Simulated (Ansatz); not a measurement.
## GeH6OSSi, SMILES O[SiH2][S][GeH3]: a geometry optimisation, step by step

Program: the Ansatz DFT code, driven from Python.

At the Python prompt:
```pycon
>>> import ansatz as az
>>> import numpy as np
>>> GEOMETRY = """
... O    -0.88750    1.06540   -1.54710
... Si    0.48810    1.33480   -0.51850
... S     1.58050   -0.44850   -0.39590
... Ge    0.00300   -1.52970    0.75080
... H    -1.61770    0.79710   -0.95550
... H     0.01410    1.77920    0.81620
... H     1.32180    2.41880   -1.10370
... H     0.52530   -2.93110    1.15290
... H    -0.33680   -0.75330    2.01850
... H    -1.26570   -1.67200   -0.15440
... """
>>> system = az.Crystal.molecule()
>>> for line in GEOMETRY.strip().splitlines():
...     symbol, *xyz = line.split()
...     system = system.atom(symbol, [float(v) for v in xyz])
...
>>> job = (
...     system.calculation()
...     .basis(gaussian="def2-SVP")
...     .functional("cam_b3lyp")
... )
>>> symbols = [site.symbol for site in system.cartesian_sites]
>>> start = np.array([site.position_ang for site in system.cartesian_sites], dtype=float)
>>> def progress(event):
...     if event["event"] == "relax_step":
...         row = event["data"]
...         print(f"step {row['step']:3d}  E = {row['lagrangian_ev']:.6f} eV  max force {row['allowed_force_max_ev_ang']:.4f} eV/A")
...
>>> r = job.relax(force_tolerance=0.01).session().plan().execute(on_event=progress).report
step   1  E = -77366.160975 eV  max force 1.8051 eV/A
step   2  E = -77366.294477 eV  max force 1.2635 eV/A
step   3  E = -77366.340025 eV  max force 0.8444 eV/A
step   4  E = -77366.350061 eV  max force 0.7245 eV/A
step   5  E = -77366.378392 eV  max force 0.1207 eV/A
step   6  E = -77366.382472 eV  max force 0.0882 eV/A
step   7  E = -77366.367962 eV  max force 0.8924 eV/A
step   8  E = -77366.385139 eV  max force 0.0713 eV/A
step   9  E = -77366.386120 eV  max force 0.0807 eV/A
step  10  E = -77366.387357 eV  max force 0.0431 eV/A
step  11  E = -77366.387801 eV  max force 0.0678 eV/A
step  12  E = -77366.388438 eV  max force 0.0411 eV/A
step  13  E = -77366.387585 eV  max force 0.3737 eV/A
step  14  E = -77366.389589 eV  max force 0.0428 eV/A
step  15  E = -77366.390145 eV  max force 0.2032 eV/A
step  16  E = -77366.391233 eV  max force 0.1207 eV/A
step  17  E = -77366.392631 eV  max force 0.0435 eV/A
step  18  E = -77366.393505 eV  max force 0.1041 eV/A
step  19  E = -77366.392642 eV  max force 0.1322 eV/A
step  20  E = -77366.395331 eV  max force 0.0434 eV/A
step  21  E = -77366.396168 eV  max force 0.0253 eV/A
step  22  E = -77366.396918 eV  max force 0.0520 eV/A
step  23  E = -77366.397240 eV  max force 0.0566 eV/A
step  24  E = -77366.397867 eV  max force 0.0374 eV/A
step  25  E = -77366.398159 eV  max force 0.0249 eV/A
step  26  E = -77366.398281 eV  max force 0.0320 eV/A
step  27  E = -77366.398338 eV  max force 0.0223 eV/A
step  28  E = -77366.398367 eV  max force 0.0077 eV/A
>>> end = np.array(r["positions_ang"])
>>> print(f"E = {r['free_energy_ev']:.6f} eV = {r['free_energy_ev'] / 27.211386246:.7f} Ha")
E = -77366.398502 eV = -2843.1627041 Ha
>>> print("converged:", r["converged"], " doubts:", r["published_state_doubts"] or "none")
converged: True  doubts: none
>>> print("final positions (A) and the move of each atom")
final positions (A) and the move of each atom
>>> for symbol, xyz, old in zip(symbols, end, start):
...     print(f"{symbol:2s} {xyz[0]:10.5f} {xyz[1]:10.5f} {xyz[2]:10.5f}   {np.linalg.norm(xyz - old):7.4f}")
...
O    -0.77765    1.54705   -1.78159    0.5468
Si    0.30467    1.39607   -0.53795    0.1944
S     1.31874   -0.49665   -0.51995    0.2936
Ge    0.07270   -1.61888    0.95708    0.2353
H    -1.45554    0.87162   -1.88998    0.9514
H    -0.36346    1.56139    0.78323    0.4371
H     1.31736    2.44734   -0.76653    0.3384
H     0.53660   -3.07534    0.87095    0.3169
H     0.28454   -1.06108    2.36973    0.7773
H    -1.41286   -1.51081    0.57833    0.7645
```

Reading the output:
- Total energies depend on the basis set; only differences at equal settings carry meaning.
- The end point is the stationary point reached from this start; no frequency run checks that it is a minimum, and the basis set is modest.
- It ran for 100 s on 1 thread of AMD EPYC 9R45 (Zen 5), with other jobs on the host, peak memory 0.42 GiB.

(Lines on the test bed's own set-up are left out of the output.)
